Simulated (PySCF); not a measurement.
# C2H10OSi2: the cost of one run

Programs: PySCF 2.14.0, with density-fitted response routines of our own. Each step states its level of theory. These are calculated values for one molecule in the gas phase, unless marked as measured. Atoms count from 0, in the outputs and in this text.

### 1 The starting structure

15 atoms, charge 0, multiplicity 1; geometry from: PBE0-D3(BJ)/def2-SVP.

Bonds of the start (Å): C0–O1 1.40, O1–C2 1.42, C2–Si3 1.90, C2–Si4 1.91, C0–H5 1.10, C0–H6 1.11, C0–H7 1.11, C2–H8 1.11, Si3–H9 1.49, Si3–H10 1.50, Si3–H11 1.49, Si4–H12 1.50, Si4–H13 1.49, Si4–H14 1.50.

### 2 Shielding tensors: HF/pcSseg-1

Job settings and geometry (Å):

```
{"job": {"kind": "nmr", "xc": "HF", "basis": "pcSseg-1", "pop": false}, "charge": 0, "multiplicity": 1}
C      1.877260    -0.183572    -1.096602
O      0.713303     0.526947    -0.794609
C     -0.002187     0.026973     0.329719
Si    -0.786164     1.540748     1.168269
Si    -1.270182    -1.285893    -0.217239
H      2.311985     0.260421    -2.002975
H      2.621913    -0.116368    -0.278856
H      1.675495    -1.254350    -1.290672
H      0.686045    -0.424867     1.075191
H     -1.709984     2.224130     0.216452
H     -1.562844     1.098475     2.368600
H      0.285464     2.490130     1.591624
H     -0.603749    -2.355710    -1.021322
H     -2.322058    -0.642599    -1.059101
H     -1.910995    -1.911601     0.980849
```

Level: GIAO HF/pcSseg-1 NMR shielding, non-relativistic, gas phase.

Command:

```sh
> OMP_NUM_THREADS=1 python probes_run.py task.json out
```

One launch serves the whole session: the jobs run in the order shown.

Q: Estimate the wall time and peak memory of this first job on 1 thread of Arm Neoverse V1, shared host.

About 7.2 s, with a peak of 0.82 GiB.
